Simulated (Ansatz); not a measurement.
# Cl2GaH, SMILES [Cl][GaH][Cl]: a short molecular-dynamics run

Computed with the Python package of Ansatz (0.2.0).

The cells in order, each with its output:

```python
import ansatz as az
from ase import Atoms
import numpy as np
```

```python
atoms = Atoms(['Cl', 'Ga', 'Cl', 'H'], positions=[
    [-2.0908, -0.0886, -0.5927],
    [0.1412, 0.1776, -0.0982],
    [1.108, -1.5634, 0.843],
    [0.8971, 1.4141, -0.1724],
])
mol = az.Crystal.molecule_from_ase(atoms)
```

```python
calc = (
    mol.calculation()
    .basis(gaussian='def2-SVP')  # atom-centred Gaussian functions
    .functional('pbe0', dispersion='d3bj')
    .accuracy('medium')  # preset for grids and thresholds
)
symbols = [site.symbol for site in mol.cartesian_sites]
start = np.array([site.position_ang for site in mol.cartesian_sites], dtype=float)
report = calc.relax(force_tolerance=0.02, max_steps=100).run(threads=1).report
end = np.array(report['positions_ang'])
minimum = az.Crystal.molecule()
for symbol, place in zip(symbols, end):
    minimum = minimum.atom(symbol, place.tolist())
```

```python
# dynamics from the relaxed geometry
calc = (
    minimum.calculation()
    .basis(gaussian='def2-SVP')
    .functional('pbe0', dispersion='d3bj')
    .accuracy('medium')  # preset for grids and thresholds
    .md('nvt_langevin', timestep=0.25, steps=20, temperature=200, initial_velocities='maxwell_boltzmann', seed=61, friction=0.05)
)
frames = []
result = calc.session().plan().execute(on_event=lambda e: frames.append(e['data']) if e['event'] == 'md_step' else None)
print('t (fs)   E_pot (eV)      E_kin (eV)   T (K)   d(0-1) (A)')
for f in frames[::2]:
    xyz = np.array(f['positions_ang'])
    print(f'{f["time_fs"]:6.2f} {f["lagrangian_ev"]:14.5f} {f["e_kin_ev"]:10.5f} {f["temperature_k"]:8.1f} {np.linalg.norm(xyz[0] - xyz[1]):9.4f}')
print('mean temperature', round(float(np.mean([f['temperature_k'] for f in frames])), 1), 'K')
```

    t (fs)   E_pot (eV)      E_kin (eV)   T (K)   d(0-1) (A)
      0.00   -77412.91760    0.07756    150.0    2.1365
      0.50   -77412.91747    0.07381    142.8    2.1354
      1.00   -77412.91711    0.06946    134.3    2.1342
      1.50   -77412.91690    0.06276    121.4    2.1334
      2.00   -77412.91686    0.06854    132.6    2.1328
      2.50   -77412.91679    0.06786    131.3    2.1327
      3.00   -77412.91675    0.07368    142.5    2.1329
      3.50   -77412.91650    0.07942    153.6    2.1331
      4.00   -77412.91602    0.08573    165.8    2.1331
      4.50   -77412.91534    0.09231    178.5    2.1328
      5.00   -77412.91483    0.07782    150.5    2.1322
    mean temperature 148.0 K

Caveats:
- The settings weren't tested for convergence.
- The trajectory is only some femtoseconds long, so its temperature is not equilibrated; where the script doesn't relax first, it starts from a rough generated geometry.
- The printed temperature counts all 3N degrees of freedom under Langevin dynamics, so the first row lies under the target.
- It ran for 56 s on 1 thread of Arm Neoverse V1, with other jobs on the host, peak memory 0.23 GiB.
